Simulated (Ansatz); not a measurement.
**BGaH₆Si: basis-set convergence**

How large a basis does BGaH₆Si need? Two functionals are run in growing sets.

Method: one geometry, several basis sets; program: Ansatz 0.2.0, Gaussian basis.

Levels to be run: PBE0-D4/def2-SVP; ωB97M-V/def2-SVP; PBE0-D4/def2-QZVPP; ωB97M-V/def2-QZVPP; the functionals' def2-TZVPP values are taken from earlier runs.

## Step 1: The geometry

The geometry comes from an earlier relaxation with PBE0-D4 in a triple-zeta def2 set; it is a stationary point, not always the lowest conformer.

SMILES `[SiH3][BH][GaH2]`, 9 atoms, charge 0, spin multiplicity 1.

Atoms are counted from 1 here; the program's logs count them from 0.

Bond lengths: Si1–B2 2.007 Å, Si1–H4 1.489 Å, Si1–H5 1.490 Å, Si1–H6 1.495 Å, B2–Ga3 2.057 Å, B2–H7 1.200 Å, Ga3–H8 1.575 Å, Ga3–H9 1.574 Å. Angles: B2–Si1–H4 114.7°, B2–Si1–H5 113.1°, B2–Si1–H6 104.9°, H4–Si1–H5 108.1°, H4–Si1–H6 107.5°, H5–Si1–H6 108.1°, Si1–B2–Ga3 124.5°, Si1–B2–H7 115.3°, Ga3–B2–H7 120.1°, B2–Ga3–H8 121.3°, B2–Ga3–H9 122.4°, H8–Ga3–H9 116.2°.

Geometry (Å):

```xyz
9
charge 0, multiplicity 1
Si   -0.7053    1.0192   -1.0101
B     0.7841    0.0228   -0.1053
Ga    0.5145   -1.4075    1.3481
H    -2.0521    0.4035   -0.8537
H    -0.4620    1.2394   -2.4634
H    -0.7404    2.3542   -0.3377
H     1.8920    0.3481   -0.4325
H     0.4051   -2.9358    0.9823
H     0.3642   -1.0440    2.8724
```

## Step 2: PBE0-D4 in def2-SVP

Input file in.yaml:

```yaml
crystal:
  periodic: [false, false, false]
  atoms:
    - {symbol: Si, position_ang: [-0.705340, 1.019243, -1.010132]}
    - {symbol: B, position_ang: [0.784074, 0.022783, -0.105306]}
    - {symbol: Ga, position_ang: [0.514507, -1.407457, 1.348081]}
    - {symbol: H, position_ang: [-2.052139, 0.403535, -0.853669]}
    - {symbol: H, position_ang: [-0.461999, 1.239432, -2.463413]}
    - {symbol: H, position_ang: [-0.740381, 2.354231, -0.337723]}
    - {symbol: H, position_ang: [1.891969, 0.348079, -0.432482]}
    - {symbol: H, position_ang: [0.405120, -2.935828, 0.982271]}
    - {symbol: H, position_ang: [0.364188, -1.044019, 2.872372]}
basis:
  gaussian: {orbitals: def2-SVP}
hamiltonian: {xc: pbe0, dispersion: d4}
output: {orbitals: {seedname: orbitals}}
```

The run is started by

```bash
> ansatz run in.yaml --threads 2 --pin off --events-out ev --progress --plain --max-ram 4352MiB
```

After this run come: ωB97M-V in def2-SVP; PBE0-D4 in def2-QZVPP; ωB97M-V in def2-QZVPP.

**Question.** What will the summary of the whole plan be? Wanted: PBE0-D4: double and triple zeta above quadruple; ωB97M-V: double and triple zeta above quadruple.

**Answer**, as computed:

```
                                       quantity           value
PBE0-D4: double and triple zeta above quadruple  11.76, 1.50 eV
ωB97M-V: double and triple zeta above quadruple  11.80, 1.45 eV
```

In words: For PBE0-D4 the step from double to triple zeta gains 10.26 eV and the next only 1.50 eV. Total energies overstate the basis error of differences, where much of it tends to cancel.
